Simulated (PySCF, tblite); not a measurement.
# C₆H₉NSi: dynamics, then NMR shifts on frames, part 2 of 2

tblite 0.8.0 and PySCF 2.14.0. Atoms count from 0. Earlier steps stand in the parts before.

**5. Nuclear shieldings: 625 fs, PBE0/pcSseg-1**

The job: settings as JSON, then the geometry in Å.

```
{"job": {"kind": "nmr", "xc": "PBE0", "basis": "pcSseg-1", "pop": false}, "charge": 0, "multiplicity": 1}
Si    -2.954900     0.964300    -0.192000
C     -1.648000    -0.390100    -0.673800
C     -0.319500    -0.146600     0.033000
C      0.523100     0.975300    -0.135500
C      1.693200     0.933200     0.550300
C      1.945100    -0.110800     1.453500
N      1.044000    -1.029900     1.788300
C     -0.021100    -1.068000     1.086200
H     -2.843100     2.014200    -1.282900
H     -2.643300     1.436800     1.152800
H     -4.303200     0.478600    -0.116900
H     -2.035100    -1.272500    -0.141100
H     -1.624600    -0.555500    -1.769600
H      0.141600     1.742100    -0.809400
H      2.489800     1.675400     0.384400
H      2.918900    -0.170100     1.916500
H     -0.760200    -1.829100     1.295500
```

Method: GIAO PBE0/pcSseg-1 NMR shielding, non-relativistic, gas phase.

The log of the run:

```text
coarse grid: 14784 points
cycle   1  E = -577.6754138061  dE =  1.135e+00  |g| = 3.477e-01  |ddm| = 3.891e+00
cycle   2  E = -577.6732101814  dE =  2.204e-03  |g| = 3.839e-01  |ddm| = 9.329e-01
cycle   3  E = -577.7079108493  dE = -3.470e-02  |g| = 6.833e-02  |ddm| = 4.657e-01
cycle   4  E = -577.7085544881  dE = -6.436e-04  |g| = 3.722e-02  |ddm| = 7.557e-02
cycle   5  E = -577.7088670721  dE = -3.126e-04  |g| = 9.819e-03  |ddm| = 5.000e-02
cycle   6  E = -577.7088913904  dE = -2.432e-05  |g| = 3.718e-03  |ddm| = 1.473e-02
cycle   7  E = -577.7088948866  dE = -3.496e-06  |g| = 4.761e-04  |ddm| = 3.469e-03
final grid: 138520 points
cycle   8  E = -577.7535714295  dE = -3.262e-05  |g| = 6.173e-03  |ddm| = 3.745e-02
cycle   9  E = -577.7535699175  dE =  1.512e-06  |g| = 6.760e-03  |ddm| = 1.495e-02
cycle  10  E = -577.7535814783  dE = -1.156e-05  |g| = 7.870e-04  |ddm| = 7.567e-03
cycle  11  E = -577.7535815970  dE = -1.187e-07  |g| = 3.124e-04  |ddm| = 9.654e-04
cycle  12  E = -577.7535816173  dE = -2.023e-08  |g| = 1.022e-04  |ddm| = 3.953e-04
cycle  13  E = -577.7535816198  dE = -2.526e-09  |g| = 3.052e-05  |ddm| = 1.296e-04
cycle  14  E = -577.7535816200  dE = -2.373e-10  |g| = 4.270e-06  |ddm| = 3.454e-05
converged SCF energy = -577.7535816200

GIAO shielding tensors (ppm)
atom      isotropic    diamagn.    paramagn.     s11        s22        s33       span
  0 Si     411.568     878.895    -467.327    356.231    413.617    464.855    108.624
  1 C      166.572     249.864     -83.291    148.950    156.709    194.058     45.108
  2 C       33.723     264.572    -230.849    -76.890      8.333    169.726    246.616
  3 C       47.843     252.220    -204.377    -63.857     32.588    174.797    238.654
  4 C       60.306     258.245    -197.940    -47.968     52.783    176.102    224.069
  5 C       34.808     252.081    -217.273    -68.552     26.345    146.630    215.182
  6 N      -81.244     332.037    -413.281   -382.966   -160.894    300.128    683.094
  7 C       30.164     252.317    -222.154    -69.675     43.908    116.259    185.935
  8 H       26.652      28.079      -1.427     23.302     25.056     31.598      8.296
  9 H       28.144      29.129      -0.985     24.950     27.883     31.599      6.649
 10 H       27.850      28.606      -0.756     24.358     25.625     33.566      9.207
 11 H       28.914      31.987      -3.073     23.912     28.449     34.380     10.468
 12 H       28.766      29.747      -0.980     25.344     25.946     35.008      9.664
 13 H       23.567      33.563      -9.996     19.923     21.865     28.914      8.991
 14 H       24.169      30.378      -6.210     21.060     24.128     27.317      6.257
 15 H       23.228      29.290      -6.062     19.378     23.342     26.963      7.584
 16 H       23.070      32.871      -9.801     18.977     21.289     28.944      9.967
```

It took 24 s on 1 thread of Arm Neoverse V1, shared host; peak memory 0.84 GiB.

Key values: δ C7 156.8, C2 153.2, C5 152.1, C3 139.1, H16 8.65, H15 8.49 ppm.

**6. Nuclear shieldings: 800 fs, PBE0/pcSseg-1**

The job: settings as JSON, then the geometry in Å.

```
{"job": {"kind": "nmr", "xc": "PBE0", "basis": "pcSseg-1", "pop": false}, "charge": 0, "multiplicity": 1}
Si    -3.103700     0.811200    -0.113100
C     -1.867600    -0.512700    -0.310400
C     -0.623000    -0.217100     0.412200
C      0.291000     0.762900    -0.041400
C      1.576700     0.861000     0.523200
C      1.795200     0.042200     1.661700
N      0.934600    -0.774500     2.212700
C     -0.253600    -0.908500     1.572700
H     -2.455300     1.998800     0.370900
H     -4.093600     0.398200     0.905500
H     -3.799200     0.912300    -1.411700
H     -2.298100    -1.452700     0.026000
H     -1.591000    -0.644500    -1.292300
H     -0.070800     1.509200    -0.808000
H      2.381100     1.345100    -0.020900
H      2.793800     0.031800     2.123200
H     -0.892500    -1.704100     1.967700
```

With the program's defaults for keys left out, this is: GIAO PBE0/pcSseg-1 NMR shielding, non-relativistic, gas phase.

The log of the run:

```text
coarse grid: 14784 points
cycle   1  E = -577.6713605278  dE =  1.159e+00  |g| = 3.660e-01  |ddm| = 3.900e+00
cycle   2  E = -577.6689136606  dE =  2.447e-03  |g| = 3.995e-01  |ddm| = 9.107e-01
cycle   3  E = -577.7060921727  dE = -3.718e-02  |g| = 8.367e-02  |ddm| = 4.595e-01
cycle   4  E = -577.7072058084  dE = -1.114e-03  |g| = 4.073e-02  |ddm| = 9.158e-02
cycle   5  E = -577.7075882130  dE = -3.824e-04  |g| = 1.098e-02  |ddm| = 5.502e-02
cycle   6  E = -577.7076188867  dE = -3.067e-05  |g| = 3.731e-03  |ddm| = 1.522e-02
cycle   7  E = -577.7076223152  dE = -3.429e-06  |g| = 4.689e-04  |ddm| = 3.259e-03
final grid: 138520 points
cycle   8  E = -577.7524238866  dE = -3.346e-05  |g| = 6.509e-03  |ddm| = 3.660e-02
cycle   9  E = -577.7524230071  dE =  8.795e-07  |g| = 6.878e-03  |ddm| = 1.476e-02
cycle  10  E = -577.7524348852  dE = -1.188e-05  |g| = 8.873e-04  |ddm| = 7.523e-03
cycle  11  E = -577.7524350467  dE = -1.615e-07  |g| = 3.241e-04  |ddm| = 1.075e-03
cycle  12  E = -577.7524350696  dE = -2.293e-08  |g| = 9.260e-05  |ddm| = 3.853e-04
cycle  13  E = -577.7524350716  dE = -1.989e-09  |g| = 2.773e-05  |ddm| = 1.056e-04
cycle  14  E = -577.7524350718  dE = -1.978e-10  |g| = 5.438e-06  |ddm| = 3.116e-05
converged SCF energy = -577.7524350718

GIAO shielding tensors (ppm)
atom      isotropic    diamagn.    paramagn.     s11        s22        s33       span
  0 Si     410.700     878.866    -468.166    352.217    411.867    468.015    115.797
  1 C      179.957     250.847     -70.890    159.195    176.334    204.343     45.148
  2 C       40.557     266.510    -225.953    -63.205     12.743    172.133    235.338
  3 C       36.549     255.165    -218.616    -71.914     16.364    165.197    237.111
  4 C       53.622     259.500    -205.878    -64.570     53.434    172.003    236.573
  5 C       31.467     251.564    -220.097    -72.924     21.079    146.245    219.169
  6 N      -92.633     332.124    -424.756   -382.960   -184.270    289.331    672.291
  7 C       27.460     249.405    -221.945    -77.634     31.196    128.820    206.454
  8 H       28.211      28.725      -0.513     24.280     28.459     31.896      7.616
  9 H       27.428      27.975      -0.547     23.707     26.034     32.543      8.836
 10 H       27.173      27.676      -0.503     24.067     24.639     32.813      8.746
 11 H       29.838      31.530      -1.692     25.329     28.104     36.080     10.751
 12 H       30.917      33.599      -2.682     25.834     29.579     37.337     11.502
 13 H       23.314      32.801      -9.487     19.734     21.775     28.434      8.700
 14 H       23.759      31.705      -7.946     21.519     22.427     27.332      5.813
 15 H       22.827      28.267      -5.440     18.587     23.442     26.453      7.866
 16 H       22.908      31.777      -8.869     18.986     21.281     28.457      9.471
```

Wall time 25 s (1 thread of Arm Neoverse V1, shared host); peak memory 0.84 GiB.

In short: δ C7 159.5, C5 155.5, C3 150.4, C2 146.4, H15 8.89, H16 8.81 ppm.

**7. Shielding tensors: 1000 fs, PBE0/pcSseg-1**

The job: settings as JSON, then the geometry in Å.

```
{"job": {"kind": "nmr", "xc": "PBE0", "basis": "pcSseg-1", "pop": false}, "charge": 0, "multiplicity": 1}
Si    -3.117100     1.455200     0.166000
C     -2.147500    -0.190100    -0.323900
C     -0.819900    -0.079600     0.431000
C      0.193800     0.858600     0.022700
C      1.330600     0.952700     0.779800
C      1.445900     0.247900     1.944100
N      0.506100    -0.604200     2.353500
C     -0.523200    -0.864000     1.581500
H     -2.952800     1.621900     1.614700
H     -4.570400     1.254600    -0.095500
H     -2.543600     2.564300    -0.600300
H     -2.695300    -1.103400    -0.078400
H     -2.111100    -0.233000    -1.406700
H      0.088900     1.415700    -0.913300
H      2.103900     1.761300     0.498700
H      2.244400     0.400100     2.684900
H     -1.197400    -1.657500     1.832100
```

Method: GIAO PBE0/pcSseg-1 NMR shielding, non-relativistic, gas phase.

The log of the run:

```text
coarse grid: 14784 points
cycle   1  E = -577.6794254281  dE =  1.014e+00  |g| = 3.495e-01  |ddm| = 3.874e+00
cycle   2  E = -577.6743000786  dE =  5.125e-03  |g| = 3.997e-01  |ddm| = 9.468e-01
cycle   3  E = -577.7119790039  dE = -3.768e-02  |g| = 8.298e-02  |ddm| = 4.949e-01
cycle   4  E = -577.7130380001  dE = -1.059e-03  |g| = 4.269e-02  |ddm| = 9.934e-02
cycle   5  E = -577.7134813284  dE = -4.433e-04  |g| = 9.443e-03  |ddm| = 5.681e-02
cycle   6  E = -577.7135033798  dE = -2.205e-05  |g| = 3.709e-03  |ddm| = 1.393e-02
cycle   7  E = -577.7135067981  dE = -3.418e-06  |g| = 3.935e-04  |ddm| = 3.418e-03
final grid: 138520 points
cycle   8  E = -577.7590056603  dE = -3.146e-05  |g| = 6.282e-03  |ddm| = 3.864e-02
cycle   9  E = -577.7590035346  dE =  2.126e-06  |g| = 7.009e-03  |ddm| = 1.555e-02
cycle  10  E = -577.7590160337  dE = -1.250e-05  |g| = 1.015e-03  |ddm| = 8.128e-03
cycle  11  E = -577.7590162587  dE = -2.250e-07  |g| = 3.331e-04  |ddm| = 1.187e-03
cycle  12  E = -577.7590162837  dE = -2.505e-08  |g| = 8.876e-05  |ddm| = 3.683e-04
cycle  13  E = -577.7590162854  dE = -1.691e-09  |g| = 3.291e-05  |ddm| = 1.053e-04
cycle  14  E = -577.7590162857  dE = -2.838e-10  |g| = 7.508e-06  |ddm| = 4.016e-05
converged SCF energy = -577.7590162857

GIAO shielding tensors (ppm)
atom      isotropic    diamagn.    paramagn.     s11        s22        s33       span
  0 Si     411.026     877.770    -466.744    379.863    396.511    456.703     76.840
  1 C      167.489     248.339     -80.849    151.137    157.773    193.558     42.421
  2 C       33.311     265.335    -232.024    -74.560      4.992    169.502    244.063
  3 C       42.907     254.906    -211.998    -69.041     31.443    166.321    235.362
  4 C       59.460     257.988    -198.527    -46.915     56.176    169.120    216.035
  5 C       36.945     251.877    -214.932    -65.634     30.797    145.672    211.306
  6 N     -103.955     331.757    -435.713   -439.614   -172.284    300.032    739.645
  7 C       31.485     249.598    -218.114    -75.359     36.132    133.681    209.041
  8 H       28.184      28.026       0.157     24.527     28.090     31.934      7.407
  9 H       27.101      26.952       0.149     23.694     24.592     33.018      9.324
 10 H       27.734      28.447      -0.714     24.139     26.750     32.311      8.172
 11 H       29.432      30.532      -1.100     25.020     27.767     35.508     10.488
 12 H       29.382      31.334      -1.953     25.753     27.339     35.053      9.299
 13 H       23.691      34.342     -10.651     20.557     21.643     28.872      8.315
 14 H       23.553      29.561      -6.007     19.854     23.847     26.959      7.105
 15 H       22.715      28.598      -5.883     18.562     23.519     26.064      7.502
 16 H       22.852      32.037      -9.186     19.388     20.616     28.550      9.162
```

It took 24 s on 1 thread of Arm Neoverse V1, shared host; peak memory 0.84 GiB.

In short: δ C7 155.4, C2 153.6, C5 150.0, C3 144.0, H15 9.00, H16 8.87 ppm.

**8. Comparing the runs: NMR shifts**

Shifts (ppm) of some atoms, chosen among heavy atoms and hydrogens apart, with basis size and wall time:

```tsv
frame	C2	C3	C4	C1	H11	H12	N6	functions	time
250 fs	147.5	144.8	126.8	24.6	2.30	1.83	357.8	188	25 s
425 fs	142.9	136.3	123.9	23.4	3.63	3.46	390.4	188	25 s
625 fs	153.2	139.1	126.6	20.4	2.80	2.95	349.0	188	24 s
800 fs	146.4	150.4	133.3	7.0	1.88	0.80	360.4	188	25 s
1000 fs	153.6	144.0	127.5	19.4	2.29	2.34	371.7	188	24 s
```

**9. What came out**

What follows sums up all 2 parts.

| quantity | value |
| --- | --- |
| thermostat | 300 K |
| mean temperature, second half | 288 K |
| mean potential energy above the minimum | 0.56 eV |
| ¹³C shifts against TMS (PBE0/pcSseg-1, 250 fs) | 161.0, 151.3, 147.5, 144.8, 126.8, 24.6 ppm |
| ¹H shifts against TMS (PBE0/pcSseg-1, 250 fs) | 8.56, 8.54, 8.16, 7.26, 4.56, 4.06, 3.94, 2.30, 1.83 ppm |
| ²⁹Si shifts against TMS (PBE0/pcSseg-1, 250 fs) | -65.6 ppm |
| ¹⁵N shifts against NH3 (PBE0/pcSseg-1, 250 fs) | 357.8 ppm |
| range of the shift of N6 | 349.0 to 390.4 ppm |

**Reading.** In the second half the potential energy averages 0.56 eV above the minimum; equipartition over 45 harmonic modes at 300 K would give 0.58 eV. With 17 atoms the temperature swings widely (183 to 379 K). Shifts at one fixed geometry are not the observed spectrum, which averages over the motion. In the first frame run (250 fs): The widest tensor belongs to N6: span 676 ppm, with a paramagnetic part of -423 ppm. NICS(1)zz of -27 ppm above the planar ring from C2 marks a diatropic (aromatic) ring current. Across the 5 runs the shift of N6 moves most, between 349.0 (625 fs) and 390.4 ppm (425 fs).
